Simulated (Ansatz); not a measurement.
# RuO3(NH) (HNO₃Ru): single points with varied inputs

How do the results and run time of RuO3(NH) (HNO₃Ru) respond when the settings are drawn wide?

Program: Ansatz 0.2.0, Gaussian basis. Level of theory: the settings change from run to run. These are calculated values, not measurements.

1 further run of the same task is left out (set aside as unsound or not needed).

## Step 1: The relaxed structure

An earlier PBE0-D4/def2-SVP relaxation fixed the geometry. Ru takes a core potential in def2 sets; no spin-orbit term is included.

6 atoms, charge 0, spin multiplicity 1.

Atoms are counted from 1 here; the program's logs count them from 0.

Bond lengths: Ru1–O2 1.674 Å, Ru1–O3 1.667 Å, Ru1–O4 1.674 Å, Ru1–N5 1.713 Å, N5–H6 1.026 Å. Angles: O2–Ru1–O3 111.3°, O2–Ru1–O4 107.8°, O2–Ru1–N5 109.6°, O3–Ru1–O4 111.3°, O3–Ru1–N5 107.3°, O4–Ru1–N5 109.6°, Ru1–N5–H6 129.8°.

## Step 2: B2GP-PLYP/def2-mTZVPP

Contents of in.yaml:

```yaml
crystal:
  periodic: [false, false, false]
  atoms:
    - {symbol: Ru, position_ang: [0.264539, 0.327607, 0.102456]}
    - {symbol: O, position_ang: [0.110529, 0.296177, 1.768617]}
    - {symbol: O, position_ang: [1.861245, 0.467113, -0.356221]}
    - {symbol: O, position_ang: [-0.648034, 1.607897, -0.470942]}
    - {symbol: N, position_ang: [-0.327457, -1.139096, -0.555895]}
    - {symbol: H, position_ang: [-1.260823, -1.559698, -0.488015]}
basis:
  gaussian: {orbitals: def2-mTZVPP}
hamiltonian: {xc: {name: B2GP-PLYP}}
scf: {omitted_lower_state_checks: [starts]}
```

On the command line:

```sh
$ ansatz run in.yaml --threads 4 --pin off --events-out ev --progress --plain --max-ram 3916MiB
```

The program printed:

```text
Functional definition: B2GP-PLYP
  name "B2GP-PLYP"
  cite "Karton, Tarnopolsky, Lamère, Schatz & Martin, J. Phys. Chem. A 112, 12868 (2008) doi:10.1021/jp801805p"
  cite "Becke, Phys. Rev. A 38, 3098 (1988) doi:10.1103/PhysRevA.38.3098"
  cite "Lee, Yang & Parr, Phys. Rev. B 37, 785 (1988) doi:10.1103/PhysRevB.37.785"
  parameter a = 0.65
  parameter c = 0.36
  exchange = (1 - a)*b88_x + a*exact_x
  correlation = (1 - c)*lyp_c + c*(mp2_os + mp2_ss)
these checks for a lower state are left out or cut short: starts
1281 factors; integrals over basis functions are off by at most 1.2e-3 eV
mean field evaluation 1: about -10178.6782 eV, gradient 1.1e2 eV
mean field evaluation 2: about -10178.7287 eV, gradient 1.1e2 eV
mean field evaluation 4: about -10198.0649 eV, gradient 1.5e1 eV
mean field evaluation 8: about -10198.4768 eV, gradient 6.0e-1 eV
mean field evaluation 16: about -10198.4842 eV, gradient 2.4e-2 eV
mean field evaluation 32: about -10198.4842 eV, gradient 1.0e-5 eV
mean field -10198.48416048 eV, -374.7873801169 hartree, gradient 3.5e-6 eV, S^2 0.000000; 0 other end points of the search recorded, 0 dependent functions left out; unrestricted orbitals would lower it
4 core orbitals not correlated: weight in the atoms' cores, before any rotation towards them, 1.000 or more for the frozen orbitals, at most 0.000 for the correlated occupied ones
reference -10198.48428248 eV, -374.7873846004 hartree; 20, 20 occupied and 110, 110 virtual orbitals, 1281 factors
second order -51.47833300 eV of doubles, -0.00000000 eV of singles
Total energy: -10217.01648236 eV, -375.4684303844 hartree
Checks for a lower state left out: starts
```

Run time: 2.8 s. Hardware: 4 threads of Arm Neoverse V1, shared host.

## Step 3: LC-wPBE/def2-mTZVP

This run has the search for lower states set to off.

in.yaml: that of step 2 with these lines changed.

```diff
@@ -10,4 +10,5 @@
 basis:
-  gaussian: {orbitals: def2-mTZVPP}
-hamiltonian: {xc: {name: B2GP-PLYP}}
-scf: {omitted_lower_state_checks: [starts]}
+  gaussian: {orbitals: def2-mTZVP}
+hamiltonian: {xc: {name: LC-wPBE}}
+scf: {lower_state_search: off}
+output: {forces: true}
```

The command is unchanged.

The program printed (excerpt; [...] marks lines left out):

```text
Functional definition: LC-wPBE
  name "LC-wPBE"
  cite "Vydrov & Scuseria, J. Chem. Phys. 125, 234109 (2006) doi:10.1063/1.2409292"
  cite "Heyd & Scuseria, J. Chem. Phys. 120, 7274 (2004) doi:10.1063/1.1668634"
  cite "Ernzerhof & Perdew, J. Chem. Phys. 109, 3313 (1998) doi:10.1063/1.476928"
  cite "Perdew, Burke & Ernzerhof, Phys. Rev. Lett. 77, 3865 (1996) doi:10.1103/PhysRevLett.77.3865"
  parent pbe
[...]
964 factors; their error is unknown
410 factors; integrals over basis functions are off by at most 1.9e-5 eV
[...]
mean field -10223.11511358 eV, -375.6925509479 hartree, gradient 5.8e-6 eV, S^2 0.000000; 0 other end points of the search recorded, 0 dependent functions left out
[...]
reference -10223.11511359 eV, -375.6925509482 hartree; 24, 24 occupied and 103, 103 virtual orbitals, 964 factors
Total energy: -10223.11511359 eV, -375.6925509482 hartree
Atom 0 at     0.264539     0.327607     0.102456 Å, force     0.070763    -0.194124    -0.138464 eV/Å
Atom 1 at     0.110529     0.296177     1.768617 Å, force    -0.062825     0.023412     0.153157 eV/Å
Atom 2 at     1.861245     0.467113    -0.356221 Å, force    -0.005773    -0.012978    -0.006192 eV/Å
Atom 3 at    -0.648034     1.607897    -0.470942 Å, force    -0.116356     0.117208    -0.008755 eV/Å
Atom 4 at    -0.327457    -1.139096    -0.555895 Å, force    -0.072795    -0.172737    -0.077055 eV/Å
Atom 5 at    -1.260823    -1.559698    -0.488015 Å, force     0.186984     0.239220     0.077310 eV/Å
Dipole moment:    -0.382007    -0.369037    -0.087726 e Å
Checks for a lower state left out: stability, starts, cluster_reference, orbital_swaps, neighbouring_geometries, increment
```

Wall time 1.3 s (4 threads of Arm Neoverse V1, shared host).

Largest force 0.313 eV/Å, dipole 2.59 D.

## Step 4: B3LYP/def2-mTZVP

Set apart from the defaults: atoms shaken by 0.15 Å, a grid of angular degree 47, relativity set to scalar.

Contents of in.yaml:

```yaml
crystal:
  periodic: [false, false, false]
  atoms:
    - {symbol: Ru, position_ang: [0.388531, 0.354173, -0.043590]}
    - {symbol: O, position_ang: [0.272038, 0.293167, 2.045935]}
    - {symbol: O, position_ang: [1.685320, 0.375420, -0.399402]}
    - {symbol: O, position_ang: [-0.633937, 1.436023, -0.672292]}
    - {symbol: N, position_ang: [-0.197320, -1.147239, -0.836274]}
    - {symbol: H, position_ang: [-1.159722, -1.501266, -0.434022]}
basis:
  gaussian: {orbitals: def2-mTZVP, final_grid: {core_spheres: 20, valence_spheres: 16, degree: 47}}
hamiltonian: {xc: {name: B3LYP}, pseudopotentials: {relativity: scalar}}
scf: {omitted_lower_state_checks: [starts]}
output: {forces: true}
```

The command is unchanged.

The program printed (excerpt; [...] marks lines left out):

```text
Functional definition: B3LYP
  name "B3LYP"
  cite "Stephens, Devlin, Chabalowski & Frisch, J. Phys. Chem. 98, 11623 (1994) doi:10.1021/j100096a001"
  cite "Becke, Phys. Rev. A 38, 3098 (1988) doi:10.1103/PhysRevA.38.3098"
  cite "Lee, Yang & Parr, Phys. Rev. B 37, 785 (1988) doi:10.1103/PhysRevB.37.785"
  cite "Vosko, Wilk & Nusair, Can. J. Phys. 58, 1200 (1980) doi:10.1139/p80-159"
[...]
1003 factors; their error is unknown
[...]
mean field -10227.23896780 eV, -375.8440997950 hartree, gradient 2.1e-5 eV, S^2 0.000000; 0 other end points of the search recorded, 0 dependent functions left out
[...]
reference -10227.23924412 eV, -375.8441099497 hartree; 24, 24 occupied and 103, 103 virtual orbitals, 1003 factors
Total energy: -10227.23924412 eV, -375.8441099497 hartree
Relativity: scalar
Atom 0 at     0.388531     0.354173    -0.043590 Å, force   -37.676622    -6.400322    19.164282 eV/Å
Atom 1 at     0.272038     0.293167     2.045935 Å, force     0.203294     0.183695    -5.832706 eV/Å
Atom 2 at     1.685320     0.375420    -0.399402 Å, force    40.989872     1.684314   -11.586550 eV/Å
Atom 3 at    -0.633937     1.436023    -0.672292 Å, force    -3.705635     5.585886    -2.152357 eV/Å
Atom 4 at    -0.197320    -1.147239    -0.836274 Å, force    -1.491421    -2.194395     1.529211 eV/Å
Atom 5 at    -1.159722    -1.501266    -0.434022 Å, force     1.680512     1.140822    -1.121879 eV/Å
Dipole moment:     0.092262    -0.132088    -0.489801 e Å
Checks for a lower state left out: starts
```

Run time: 2.9 s. Hardware: 4 threads of Arm Neoverse V1, shared host.

Largest force 42.752 eV/Å, dipole 2.48 D.

## Step 5: The runs in one table

```
                level  charge  multiplicity  geometry  functions  energy (eV)   time
B2GP-PLYP/def2-mTZVPP       0             1   relaxed        134   -10217.016  2.8 s
   LC-wPBE/def2-mTZVP       0             1   relaxed        127   -10223.115  1.3 s
     B3LYP/def2-mTZVP       0             1    shaken        127   -10227.239  2.9 s
```

## Step 6: What came out

| quantity | value |
| --- | --- |
| runs | 3 |
| quickest | LC-wPBE/def2-mTZVP, 1.3 s |
| slowest | B3LYP/def2-mTZVP, 2.9 s |
| spread of total energies, same state and geometry | 6.1 eV |

**Reading.** Run time spans a factor of 2, from LC-wPBE/def2-mTZVP to B3LYP/def2-mTZVP. The jobs differ in tasks and options as well as level. Total energies at one charge and spin differ by 6 eV between levels, so only differences within one level mean anything. At the PBE0-D4/def2-SVP geometry and in the same state, runs without warnings or point charges leave forces up to 0.31 eV/Å (LC-wPBE/def2-mTZVP), against 42.8 eV/Å where the atoms were moved.
